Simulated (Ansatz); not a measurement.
# Mg (Magnesium): the cost of one run

Computed with Ansatz 0.2.0 (DFT PBE, scalar-relativistic, plane waves, PAW, unless a step's input says otherwise).

1 further run of the same task is left out (set aside as unsound or not needed).

## Step 1: The structure to begin with

Symmetry: P6_3/mmc, No. 194, hexagonal system. Conventional cell: a = 3.210 Å, b = 3.210 Å, c = 5.138 Å, α = 90.00°, β = 90.00°, γ = 120.00°. Mg (site symmetry -6m2) has 12 Mg at 3.17 to 3.21 Å as nearest neighbours.

Coordinates:

```cif
data_structure
_symmetry_space_group_name_H-M 'P6_3/mmc'
_symmetry_Int_Tables_number 194
_cell_length_a 3.2101
_cell_length_b 3.2101
_cell_length_c 5.1379
_cell_angle_alpha 90.000
_cell_angle_beta 90.000
_cell_angle_gamma 120.000
_cell_volume 45.85
loop_
_atom_site_label
_atom_site_type_symbol
_atom_site_symmetry_multiplicity
_atom_site_Wyckoff_symbol
_atom_site_fract_x
_atom_site_fract_y
_atom_site_fract_z
_atom_site_occupancy
Mg1 Mg 2 c 0.33333 0.66667 0.25000 1
```

This cell was relaxed beforehand with the same method: volume 22.93 Å³/atom, gap on the mesh none (metal).

## Step 2: The bulk in the cell of the plane

input.yaml

```yaml
crystal:
  lattice:
    - [3.2100636643, 0.0, 0.0]
    - [-1.6050318322, 2.7799966811, 0.0]
    - [0.0, 0.0, 5.1379319418]
  atoms:
    - { symbol: Mg, position: [0.3333333333, 0.6666666667, 0.25] }
    - { symbol: Mg, position: [0.6666666667, 0.3333333333, 0.75] }
basis:
  ecutwfc: 420
kpoints:
  mp_grid: { grid: [12, 12, 7] }
hamiltonian:
  xc: pbe
scf:
  occupations: { method: gaussian, width: 0.1 }
output:
  forces: true
  stress: true
  eigenvalues: true
```

The run is started by

```console
> ansatz run input.yaml --threads 1 --pin off --max-ram 2560MiB --backend cpu --events-out ev --progress --plain --runs-dir out
```

What time and memory should one allow on 1 thread of Intel Xeon Platinum 8488C (Sapphire Rapids), shared host?

About 1.2 s, with a peak of 0.37 GiB.
